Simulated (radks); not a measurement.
# Spin polarisation of the 6s shell in Pb³⁺

Aim: the energy gained and the exchange splitting as electrons of the 6s shell of Pb³⁺ are turned from spin down to spin up.

Method: scalar-relativistic Kohn-Sham, LDA (Slater exchange, Perdew-Wang correlation), spin-polarised, spherical densities, finite nucleus. Code: radks (a radial shooting solver on a logarithmic mesh, Libxc functionals) version 1.

## Step 1: What is computed

```
element            : lead (Z = 82)
charge             : +3
electrons          : 79
configuration      : [Xe] 4f14 5d10 6s(up 0.5, down 0.5)
nuclear rms radius : 5.5012 fm
```

A shell typed twice in an input gives spin up, then spin down.

## Step 2: No moment

Input:

```text
Z 82
configuration [Xe] 4f14 5d10 6s0.5 6s0.5
relativity scalar-relativistic
functional lda,pw
spin polarised
nucleus finite rms 5.5012 fm
c 137.035999084
```

## Step 3: moment 0.25 in 6s

Input:

```text
Z 82
configuration [Xe] 4f14 5d10 6s0.625 6s0.375
relativity scalar-relativistic
functional lda,pw
spin polarised
nucleus finite rms 5.5012 fm
c 137.035999084
```

## Step 4: moment 0.5 in 6s

Input:

```text
Z 82
configuration [Xe] 4f14 5d10 6s0.75 6s0.25
relativity scalar-relativistic
functional lda,pw
spin polarised
nucleus finite rms 5.5012 fm
c 137.035999084
```

## Step 5: moment 0.75 in 6s

Input:

```text
Z 82
configuration [Xe] 4f14 5d10 6s0.875 6s0.125
relativity scalar-relativistic
functional lda,pw
spin polarised
nucleus finite rms 5.5012 fm
c 137.035999084
```

## Step 6: moment 1 in 6s

Input:

```text
Z 82
configuration [Xe] 4f14 5d10 6s1 6s0
relativity scalar-relativistic
functional lda,pw
spin polarised
nucleus finite rms 5.5012 fm
c 137.035999084
```

What does the calculation give? Wanted: for each run, moment; E − E(0); ε(6s up); ε(6s down); splitting.

As calculated:

```
moment (μB)  E − E(0) (eV)  ε(6s up) (eV)  ε(6s down) (eV)  splitting (eV)
          0          0.000        -37.963          -37.963           0.000
       0.25         -0.014        -38.070          -37.851           0.219
        0.5         -0.055        -38.172          -37.733           0.440
       0.75         -0.124        -38.270          -37.607           0.663
          1         -0.221        -38.363          -37.473           0.891
```

What this shows: At a moment of 1 μB the energy has fallen by 0.22 eV and the 6s levels split by 0.89 eV, 0.891 eV per μB. The Stoner form E = −I m²/4 would give I = 0.883 eV. The energy falls at every step.
